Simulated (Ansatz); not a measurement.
I need a single point in a Gaussian basis of C3H10BN, SMILES CCB(C)N. Use the Python package of Ansatz (0.2.0). Use: MP2, def2-SVP basis, multiplicity 1.

```yaml
atoms:
  - { symbol: C, position_ang: [-1.6468, 0.5794, 0.4492] }
  - { symbol: C, position_ang: [-0.2593, 1.0250, 0.1353] }
  - { symbol: B, position_ang: [0.5989, -0.2287, -0.3138] }
  - { symbol: C, position_ang: [0.9970, -1.3944, 0.7283] }
  - { symbol: N, position_ang: [1.2489, -0.2920, -1.7095] }
  - { symbol: H, position_ang: [-2.2859, 1.5451, 0.6916] }
  - { symbol: H, position_ang: [-1.7074, -0.0706, 1.3054] }
  - { symbol: H, position_ang: [-2.1196, 0.1576, -0.4564] }
  - { symbol: H, position_ang: [-0.2502, 1.7935, -0.6421] }
  - { symbol: H, position_ang: [0.1988, 1.4961, 1.0601] }
  - { symbol: H, position_ang: [1.5821, -2.1581, 0.2883] }
  - { symbol: H, position_ang: [-0.0095, -1.8882, 1.0373] }
  - { symbol: H, position_ang: [1.3646, -0.9638, 1.6208] }
  - { symbol: H, position_ang: [1.8052, 0.5853, -1.7899] }
  - { symbol: H, position_ang: [0.4615, -0.2370, -2.3752] }
```

The script, `energy_c3h10bn.py`:
```python
'''Single point of C3H10BN in a Gaussian basis.'''

from dataclasses import dataclass
from pathlib import Path
import json

import ansatz as az
from ase import Atoms


@dataclass(frozen=True)
class Settings:
    basis: str = 'def2-SVP'
    level: str = 'mp2'


opts = Settings()

atoms = Atoms(['C', 'C', 'B', 'C', 'N', 'H', 'H', 'H', 'H', 'H', 'H', 'H', 'H', 'H', 'H'], positions=[
    (-1.6468, 0.5794, 0.4492),
    (-0.2593, 1.025, 0.1353),
    (0.5989, -0.2287, -0.3138),
    (0.997, -1.3944, 0.7283),
    (1.2489, -0.292, -1.7095),
    (-2.2859, 1.5451, 0.6916),
    (-1.7074, -0.0706, 1.3054),
    (-2.1196, 0.1576, -0.4564),
    (-0.2502, 1.7935, -0.6421),
    (0.1988, 1.4961, 1.0601),
    (1.5821, -2.1581, 0.2883),
    (-0.0095, -1.8882, 1.0373),
    (1.3646, -0.9638, 1.6208),
    (1.8052, 0.5853, -1.7899),
    (0.4615, -0.237, -2.3752),
])
mol = az.Crystal.molecule_from_ase(atoms)

setup = mol.calculation()
setup = setup.basis(gaussian=opts.basis).correlation(opts.level)
setup = setup.accuracy('high').orbitals()
res = setup.run(threads=1, runs_dir='c3h10bn_runs')
r = res.report

print('reference energy %16.6f eV' % r['reference_energy_ev'])
print('total energy     %16.6f eV' % r['free_energy_ev'])
print('occupied (up, down):', r['n_occupied'], ' virtual:', r['n_virtual'], ' frozen:', r['n_frozen'])

parts = r['correlation']
for name in ('random_phase', 'coupled_cluster', 'perturbative'):
    if name in parts:
        print(f'{name:16s} {parts[name]["energy"]["hartree"]:12.7f} Ha')
if 'second_order' in parts:
    pair = parts['second_order']
    print(f'MP2 same spin {pair["same_spin"]["hartree"]:.7f} Ha, opposite spin {pair["opposite_spin"]["hartree"]:.7f} Ha')

field = r['mean_field']
print('<S^2> =', round(abs(field['state']['spin_squared']), 4), ' relativity:', field['relativity'])
print('passes:', field['passes'])
if 'symmetry' in field:
    print('occupied orbitals by irrep:', field['symmetry']['occupied'])

lines = Path(r['orbitals_path']).read_text().splitlines()
field_of = lambda key: [line.split('=')[1].strip() for line in lines if line.startswith(key)]
orbitals = [(27.211386 * float(e), s, float(n)) for e, s, n in zip(field_of('Ene='), field_of('Spin='), field_of('Occup='))]
homo = max(e for e, _, n in orbitals if n > 0.5)
lumo = min(e for e, _, n in orbitals if n < 0.5)
for e, spin, n in sorted(orbitals):
    if homo - 10 < e < lumo + 5:
        print(f'{spin:6s} {e:10.3f} eV  occupation {n:.0f}')
with open('c3h10bn.json', 'w') as handle:
    json.dump({k: r[k] for k in ('free_energy_ev', 'reference_energy_ev', 'n_occupied', 'n_virtual')}, handle, indent=1)
```

```console
$ python energy_c3h10bn.py
reference energy     -5399.282191 eV
total energy         -5418.126935 eV
occupied (up, down): [15, 15]  virtual: [100, 100]  frozen: 5
MP2 same spin -0.1565123 Ha, opposite spin -0.5360193 Ha
<S^2> = 0.0  relativity: none
passes: {'evaluations': 11, 'products': 41}
occupied orbitals by irrep: [{'A': 20}, {'A': 20}]
Alpha     -17.156 eV  occupation 2
Alpha     -16.986 eV  occupation 2
Alpha     -16.767 eV  occupation 2
Alpha     -15.975 eV  occupation 2
Alpha     -15.005 eV  occupation 2
Alpha     -14.376 eV  occupation 2
Alpha     -13.941 eV  occupation 2
Alpha     -13.524 eV  occupation 2
Alpha     -12.557 eV  occupation 2
Alpha     -12.172 eV  occupation 2
Alpha     -10.183 eV  occupation 2
Alpha       3.389 eV  occupation 0
Alpha       4.390 eV  occupation 0
Alpha       5.453 eV  occupation 0
Alpha       5.799 eV  occupation 0
Alpha       6.049 eV  occupation 0
Alpha       6.744 eV  occupation 0
Alpha       7.096 eV  occupation 0
Alpha       7.435 eV  occupation 0
Alpha       7.766 eV  occupation 0
Alpha       7.998 eV  occupation 0
Alpha       8.127 eV  occupation 0
```

`c3h10bn.json`, as written:
```json
{
 "free_energy_ev": -5418.126934562101,
 "reference_energy_ev": -5399.282191068868,
 "n_occupied": [
  15,
  15
 ],
 "n_virtual": [
  100,
  100
 ]
}
```

Caveats:
- The settings weren't tested for convergence.
- The geometry is a force-field or estimated start, not a minimum of this method, and the basis set is short of its limit.
- Alpha marks a spatial orbital of a restricted run, filled by both spins.
- Levels such as HOMO and LUMO are orbital energies: in Hartree-Fock the gap is too wide and the LUMO hangs on the basis.
- S² is that of the Hartree-Fock reference.
- Finished in 8.8 s on 1 thread of Arm Neoverse V1 (shared host), peak memory 0.52 GiB.

(Lines on the test bed's own set-up are left out of the output.)
